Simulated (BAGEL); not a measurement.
# One shape, several levels: singlet C2H6BS+

We compute a comparison of 4 runs (HF/STO-3G, B3LYP/6-31G*, PBE0/cc-pVDZ, RI-MP2/cc-pVDZ) of singlet C2H6BS+. 

Program for the calculation: BAGEL 1.2.2.

1 further run of the same task is left out (it didn't finish).

## Step 1: The molecule

The species is C2H6BS+ (10 atoms), meant as a singlet with charge +1. SMILES of the parent species: `[CH2]B(C)S`. The shape is that of a PBE0-D4/def2-TZVP optimisation. This is one conformer, not always the lowest. That shape belongs to the parent species and isn't relaxed for this state.

Bond lengths: C1–B2 1.526 Å, B2–C3 1.569 Å, B2–S4 1.804 Å, C1–H5 1.087 Å, C1–H6 1.086 Å, C3–H7 1.097 Å, C3–H8 1.095 Å, C3–H9 1.091 Å, S4–H10 1.343 Å. Some angles: C1–B2–C3 122.4°, C1–B2–S4 114.6°, C3–B2–S4 123.0°, B2–C1–H5 122.1°, B2–C1–H6 123.6°, B2–C3–H7 109.3°, B2–C3–H8 110.7°, B2–C3–H9 114.9°, B2–S4–H10 98.8°, H5–C1–H6 114.3°.

## Step 2: A single-point energy at HF/STO-3G (density fitting with qzvpp-jkfit) (run 1)

File job.json:

```json
{ "bagel" : [

{
  "title" : "molecule",
  "basis" : "sto-3g",
  "df_basis" : "qzvpp-jkfit",
  "angstrom" : true,
  "geometry" : [
    { "atom" : "C", "xyz" : [      -1.347600,       0.728200,      -0.615700 ] },
    { "atom" : "B", "xyz" : [       0.025800,       0.124300,      -0.335600 ] },
    { "atom" : "C", "xyz" : [       0.392000,      -0.530200,       1.042800 ] },
    { "atom" : "S", "xyz" : [       1.179000,       0.205800,      -1.720200 ] },
    { "atom" : "H", "xyz" : [      -2.134400,       0.746700,       0.133900 ] },
    { "atom" : "H", "xyz" : [      -1.625600,       1.172700,      -1.567200 ] },
    { "atom" : "H", "xyz" : [      -0.198300,      -1.444600,       1.177900 ] },
    { "atom" : "H", "xyz" : [       0.112100,       0.129900,       1.870400 ] },
    { "atom" : "H", "xyz" : [       1.443700,      -0.796500,       1.159200 ] },
    { "atom" : "H", "xyz" : [       2.236400,      -0.387500,      -1.142600 ] }
  ]
},

{ "title" : "hf", "charge" : 1 },

{ "title" : "print", "file" : "orbitals.molden", "orbitals" : true }

]}
```

On the command line:

```sh
$ BAGEL_NUM_THREADS=1 BAGEL job.json > job.out
```

The program printed:

```text
* using 1 threads per process

  ===============================================================
  ===============================================================

  *** Geometry ***

  { "atom" : "C", "xyz" : [     -2.546595,      1.376099,     -1.163504 ] },
  { "atom" : "B", "xyz" : [      0.048755,      0.234893,     -0.634192 ] },
  { "atom" : "C", "xyz" : [      0.740773,     -1.001933,      1.970606 ] },
[... 6 lines of this table left out ...]
  { "atom" : "H", "xyz" : [      4.226184,     -0.732269,     -2.159201 ] },

  Number of auxiliary basis functions:      461

  Since a DF basis is specified, we compute 2- and 3-index integrals:
    o Being stored without compression. Storage requirement is 0.003 GB

  Number of basis functions:       30
  Number of electrons      :       39

    * METHOD: MOLECULE                             0.16

  *** RHF ***

  === Nuclear Repulsion ===
   136.1614714340

      * DIIS with orbital gradients will be used.

  === RHF iteration (sto-3g) ===
      0       -495.49129275          0.01645220           0.02
      1       -495.55557601          0.01018705           0.02
      2       -495.58672987          0.00174251           0.02
[... 10 lines of this table left out ...]
     13       -495.58810334          0.00000001           0.02
    * SCF iteration converged.

    * Permanent dipole moment:
           (    1.552739,    -0.577295,     0.048136) a.u.

    * METHOD: HF                                   0.31

    * METHOD: PRINT                                0.00

  ===============================================================
```

Wall time 0.6 s (1 thread of Arm Neoverse V1, shared host); peak memory 0.081 GiB.

## Step 3: A single-point energy at B3LYP/6-31G(d) (density fitting with qzvpp-jkfit, spherical functions) (run 2)

Edit job.json of step 2 so:

```diff
@@ -4,5 +4,5 @@
   "title" : "molecule",
-  "basis" : "sto-3g",
+  "basis" : "6-31gs.json",
   "df_basis" : "qzvpp-jkfit",
-  "angstrom" : true,
+  "angstrom" : "true",
   "geometry" : [
@@ -21,5 +21,5 @@
 
-{ "title" : "hf", "charge" : 1 },
+{ "title" : "ks", "xc_func" : "b3lyp", "charge" : 1 },
 
-{ "title" : "print", "file" : "orbitals.molden", "orbitals" : true }
+{ "title" : "print", "file" : "orbitals.molden", "orbitals" : "true" }
```

The basis set 6-31G* is read from a file made from the Basis Set Exchange's data (not shown).

On the command line:

```sh
$ BAGEL_NUM_THREADS=1 BAGEL job.json > job.out
```

The program printed:

```text
* using 1 threads per process

  ===============================================================
  ===============================================================

  *** Geometry ***

  { "atom" : "C", "xyz" : [     -2.546595,      1.376099,     -1.163504 ] },
  { "atom" : "B", "xyz" : [      0.048755,      0.234893,     -0.634192 ] },
  { "atom" : "C", "xyz" : [      0.740773,     -1.001933,      1.970606 ] },
[... 6 lines of this table left out ...]
  { "atom" : "H", "xyz" : [      4.226184,     -0.732269,     -2.159201 ] },

  Number of auxiliary basis functions:      461

  Since a DF basis is specified, we compute 2- and 3-index integrals:
    o Being stored without compression. Storage requirement is 0.019 GB

  Number of basis functions:       72
  Number of electrons      :       39

    * METHOD: MOLECULE                             0.21

  *** Kohn-Sham DFT ***

    * Removing 18771 points whose weight is below 1.00e-10
    * Grid points: 130289

  === Nuclear Repulsion ===
   136.1614714340

       - DIIS with orbital gradients will be used.

  === KS iteration (b3lyp / 6-31gs.json) ===
      0       -441.12563445          0.13207985           0.35
      1       -317.89680871          0.18339557           0.34
      2       -430.94001047          0.07886072           0.33
[... 25 lines of this table left out ...]
     28       -502.52503357          0.00000001           0.33
    * SCF iteration converged.

    * Permanent dipole moment:
           (    1.055489,    -0.347033,    -0.061358) a.u.

    * METHOD: KS                                  10.30

    * METHOD: PRINT                                0.01

  ===============================================================
```

Run time: 11 s. Hardware: 1 thread of Arm Neoverse V1, shared host; peak memory 0.44 GiB.

## Step 4: The energy at PBE0/cc-pVDZ (density fitting with qzvpp-jkfit) (run 3)

File job.json:

```json
{ "bagel": [

{
  "title": "molecule",
  "basis": "cc-pvdz.json",
  "df_basis": "qzvpp-jkfit",
  "angstrom": true,
  "geometry": [
    { "atom": "C", "xyz": [      -1.347600,       0.728200,      -0.615700 ] },
    { "atom": "B", "xyz": [       0.025800,       0.124300,      -0.335600 ] },
    { "atom": "C", "xyz": [       0.392000,      -0.530200,       1.042800 ] },
    { "atom": "S", "xyz": [       1.179000,       0.205800,      -1.720200 ] },
    { "atom": "H", "xyz": [      -2.134400,       0.746700,       0.133900 ] },
    { "atom": "H", "xyz": [      -1.625600,       1.172700,      -1.567200 ] },
    { "atom": "H", "xyz": [      -0.198300,      -1.444600,       1.177900 ] },
    { "atom": "H", "xyz": [       0.112100,       0.129900,       1.870400 ] },
    { "atom": "H", "xyz": [       1.443700,      -0.796500,       1.159200 ] },
    { "atom": "H", "xyz": [       2.236400,      -0.387500,      -1.142600 ] }
  ]
},

{
  "title": "ks",
  "xc_func": "pbe0",
  "charge": 1
},

{
  "title": "print",
  "file": "orbitals.molden",
  "orbitals": true
}

]}
```

The basis set cc-pVDZ is read from a file made from the Basis Set Exchange's data (not shown).

On the command line:

```sh
$ BAGEL_NUM_THREADS=1 BAGEL job.json > job.out
```

The program printed:

```text
* using 1 threads per process

  ===============================================================
  ===============================================================

  *** Geometry ***

  { "atom" : "C", "xyz" : [     -2.546595,      1.376099,     -1.163504 ] },
  { "atom" : "B", "xyz" : [      0.048755,      0.234893,     -0.634192 ] },
  { "atom" : "C", "xyz" : [      0.740773,     -1.001933,      1.970606 ] },
[... 6 lines of this table left out ...]
  { "atom" : "H", "xyz" : [      4.226184,     -0.732269,     -2.159201 ] },

  Number of auxiliary basis functions:      461

  Since a DF basis is specified, we compute 2- and 3-index integrals:
    o Being stored without compression. Storage requirement is 0.030 GB

  Number of basis functions:       90
  Number of electrons      :       39

    * METHOD: MOLECULE                             0.23

  *** Kohn-Sham DFT ***

    * Removing 18771 points whose weight is below 1.00e-10
    * Grid points: 130289

  === Nuclear Repulsion ===
   136.1614714340

       - DIIS with orbital gradients will be used.

  === KS iteration (pbe0 / cc-pvdz.json) ===
      0       -467.07086081          0.08855922           0.41
      1       -476.09237782          0.13060136           0.39
      2       -444.37394519          0.09983354           0.39
[... 57 lines of this table left out ...]
     60       -502.25336717          0.00000000           0.39
    * SCF iteration converged.

    * Permanent dipole moment:
           (    1.054653,    -0.335498,    -0.091520) a.u.

    * METHOD: KS                                  24.80

    * METHOD: PRINT                                0.02

  ===============================================================
```

Run time: 25 s. Hardware: 1 thread of Arm Neoverse V1, shared host; peak memory 0.52 GiB.

## Step 5: The energy at RI-MP2/cc-pVDZ (density fitting with qzvpp-jkfit) (run 4)

File mp2.json:

```json
{ "bagel": [

{
  "title": "molecule",
  "basis": "cc-pvdz.json",
  "df_basis": "qzvpp-jkfit",
  "angstrom": "true",
  "geometry": [
    { "atom": "C", "xyz": [   -1.347600,    0.728200,   -0.615700 ] },
    { "atom": "B", "xyz": [    0.025800,    0.124300,   -0.335600 ] },
    { "atom": "C", "xyz": [    0.392000,   -0.530200,    1.042800 ] },
    { "atom": "S", "xyz": [    1.179000,    0.205800,   -1.720200 ] },
    { "atom": "H", "xyz": [   -2.134400,    0.746700,    0.133900 ] },
    { "atom": "H", "xyz": [   -1.625600,    1.172700,   -1.567200 ] },
    { "atom": "H", "xyz": [   -0.198300,   -1.444600,    1.177900 ] },
    { "atom": "H", "xyz": [    0.112100,    0.129900,    1.870400 ] },
    { "atom": "H", "xyz": [    1.443700,   -0.796500,    1.159200 ] },
    { "atom": "H", "xyz": [    2.236400,   -0.387500,   -1.142600 ] }
  ]
},
{
  "title": "hf",
  "charge": 1
},
{
  "title": "mp2",
  "charge": 1,
  "ncore": 8
}

]}
```

The basis set cc-pVDZ is read from a file made from the Basis Set Exchange's data (not shown).

On the command line:

```sh
$ BAGEL_NUM_THREADS=1 BAGEL mp2.json > mp2.out
```

The program printed:

```text
* using 1 threads per process

  ===============================================================
  ===============================================================

  *** Geometry ***

  { "atom" : "C", "xyz" : [     -2.546595,      1.376099,     -1.163504 ] },
  { "atom" : "B", "xyz" : [      0.048755,      0.234893,     -0.634192 ] },
  { "atom" : "C", "xyz" : [      0.740773,     -1.001933,      1.970606 ] },
[... 6 lines of this table left out ...]
  { "atom" : "H", "xyz" : [      4.226184,     -0.732269,     -2.159201 ] },

[... 23 lines left out ...]
    * SCF iteration converged.
[... 1 line left out ...]
    * Permanent dipole moment:
[... 2 lines left out ...]
    * METHOD: HF                                   1.07

  *** RHF ***

  === Nuclear Repulsion ===
   136.1614714340

      * DIIS with orbital gradients will be used.

  === RHF iteration (cc-pvdz.json) ===
      0       -501.14154843          0.00000000           0.06
    * SCF iteration converged.

    * Permanent dipole moment:
           (    1.798833,    -0.533781,    -0.312008) a.u.

  === DF-MP2 calculation ===

    * freezing 8 orbitals
    * 3-index integral transformation done
    * assembly done

      MP2 correlation energy:   -0.4669714839      0.04

      MP2 total energy:       -501.6085199103

    * METHOD: MP2                                  0.17

  ===============================================================
```

Wall time 1.6 s (1 thread of Arm Neoverse V1, shared host); peak memory 0.12 GiB.

## Step 6: All runs side by side

```csv
run,level,frozen core orbitals,energy (Eh),HOMO energy (eV),LUMO energy (eV),HOMO–LUMO gap (eV),wall time
1,HF/STO-3G (density fitting with qzvpp-jkfit),–,-495.588103,-14.14,-5.59,8.55,0.6 s
2,"B3LYP/6-31G* (density fitting with qzvpp-jkfit, spherical functions)",–,-502.525034,-13.88,-11.19,2.70,11 s
3,PBE0/cc-pVDZ (density fitting with qzvpp-jkfit),–,-502.253367,-14.12,-11.10,3.02,25 s
4,RI-MP2/cc-pVDZ (density fitting with qzvpp-jkfit),8,-501.608520,–,–,–,1.6 s
```

## Step 7: What came out

| quantity | value |
| --- | --- |
| run 4: total energy | -501.60852 Eh |
| run 4: correlation energy (8 core orbitals frozen) | -467.0 mEh |

**Reading.** Over runs 1, 2, 3 the HOMO–LUMO gap runs from 2.70 eV (B3LYP/6-31G*) to 8.55 eV (HF/STO-3G). The two ends differ in method and basis. Totals of different functionals can't be ranked against each other. In run 1 the basis is minimal, so the values are rough. All runs together took 38 s, the longest 25 s.
